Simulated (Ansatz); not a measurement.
# C₃H₇GeN: up Jacob's ladder to CCSD(T)

How much do the methods differ for C₃H₇GeN? The plan is to run it at one geometry with functionals of several rungs and with coupled cluster. The yardstick is the atomisation energy at the CCSD(T) limit.

Computed with Ansatz 0.2.0, Gaussian basis. Level: functionals in def2-TZVPP, the program's frozen cores in correlated methods.

Levels to be run: PBE-D4, r2SCAN-D4, PBE0-D4, B3LYP-D4, ωB97X-V, ωB97M-V, B2PLYP; CCSD(T)/def2-TZVPP; MP2/def2-QZVPP; extrapolation to the limit.

## (1) The geometry

The geometry comes from an earlier relaxation with PBE0-D4 in a triple-zeta def2 set; it is a stationary point, not always the lowest conformer.

SMILES `C[CH]([GeH3])C#N`, 12 atoms, charge 0, spin multiplicity 1.

Atoms are counted from 1 here; the program's logs count them from 0.

Bond lengths: C1–C2 1.530 Å, C1–H6 1.092 Å, C1–H7 1.091 Å, C1–H8 1.091 Å, C2–Ge3 1.990 Å, C2–C4 1.446 Å, C2–H9 1.095 Å, Ge3–H10 1.533 Å, Ge3–H11 1.537 Å, Ge3–H12 1.534 Å, C4–N5 1.152 Å. Angles: C2–C1–H6 111.0°, C2–C1–H7 110.2°, C2–C1–H8 111.1°, H6–C1–H7 108.3°, H6–C1–H8 107.9°, H7–C1–H8 108.3°, C1–C2–Ge3 111.6°, C1–C2–C4 112.2°, C1–C2–H9 110.2°, Ge3–C2–C4 108.7°, Ge3–C2–H9 106.2°, C4–C2–H9 107.8°, C2–Ge3–H10 109.7°, C2–Ge3–H11 107.1°, C2–Ge3–H12 108.3°, H10–Ge3–H11 110.5°, H10–Ge3–H12 110.9°, H11–Ge3–H12 110.2° and more.

## (2) PBE-D4 (GGA)

The input, in.yaml:

```yaml
crystal:
  periodic: [false, false, false]
  atoms:
    - {symbol: C, position_ang: [-1.251088, -0.376204, 0.682047]}
    - {symbol: C, position_ang: [-0.340903, 0.093628, -0.454172]}
    - {symbol: Ge, position_ang: [1.555519, -0.418044, -0.133678]}
    - {symbol: C, position_ang: [-0.407104, 1.524346, -0.650001]}
    - {symbol: N, position_ang: [-0.437231, 2.668051, -0.781833]}
    - {symbol: H, position_ang: [-2.292121, -0.113697, 0.483628]}
    - {symbol: H, position_ang: [-1.186544, -1.460079, 0.793439]}
    - {symbol: H, position_ang: [-0.963985, 0.082594, 1.629811]}
    - {symbol: H, position_ang: [-0.631059, -0.386148, -1.394155]}
    - {symbol: H, position_ang: [2.421149, 0.044737, -1.311016]}
    - {symbol: H, position_ang: [1.594057, -1.949496, -0.005603]}
    - {symbol: H, position_ang: [2.016211, 0.235112, 1.175533]}
basis:
  gaussian: {orbitals: def2-TZVPP}
hamiltonian: {xc: pbe, dispersion: d4}
output: {forces: true, orbitals: {seedname: orbitals}}
```

Command:

```console
ansatz run in.yaml --threads 4 --pin off --events-out ev --progress --plain --max-ram 10444MiB
```

After this run come: r2SCAN-D4 (meta-GGA); PBE0-D4 (hybrid); B3LYP-D4 (hybrid); ωB97X-V (range-separated); ωB97M-V (range-separated); B2PLYP (double hybrid); CCSD(T) in def2-TZVPP; MP2 in def2-QZVPP.

Before running them: what should the planned runs give, taken together? Wanted: atomisation energy, CCSD(T)/CBS; farthest; mean size of error, hybrid; mean size of error, range-separated; gap, smallest and largest; T1 diagnostic; triples share of the correlation energy.

**Answer**, as computed:

| quantity | value |
| --- | --- |
| atomisation energy, CCSD(T)/CBS | 4555.7 kJ/mol |
| functionals within 45.6 kJ/mol (1.0 %) | r2SCAN-D4, PBE0-D4, B3LYP-D4, ωB97X-V, ωB97M-V, B2PLYP |
| farthest | PBE-D4 (+95.7 kJ/mol) |
| mean size of error, hybrid | 5.6 kJ/mol |
| mean size of error, range-separated | 6.9 kJ/mol |
| gap, smallest and largest | 6.52 eV (PBE-D4), 12.82 eV (ωB97X-V) |
| T1 diagnostic | 0.0119 |
| triples share of the correlation energy | 4.2 % |

What this shows: PBE-D4 misses by +95.7 kJ/mol. Double hybrids carry the basis error of their MP2 part in triple zeta, and no dispersion term here, so their miss is partly the set-up's. The reference freezes the cores and leaves out relativity and excitations past (T), and its outer-core shells are covered unevenly, so misses under about 45.6 kJ/mol can't be ranked. Hartree-Fock recovers 72 % of the binding; the rest is correlation. Orbital gaps span 6.5 to 12.8 eV; exact exchange widens them. Correlated methods include outer-core shells of Ge, which these sets cover unevenly.
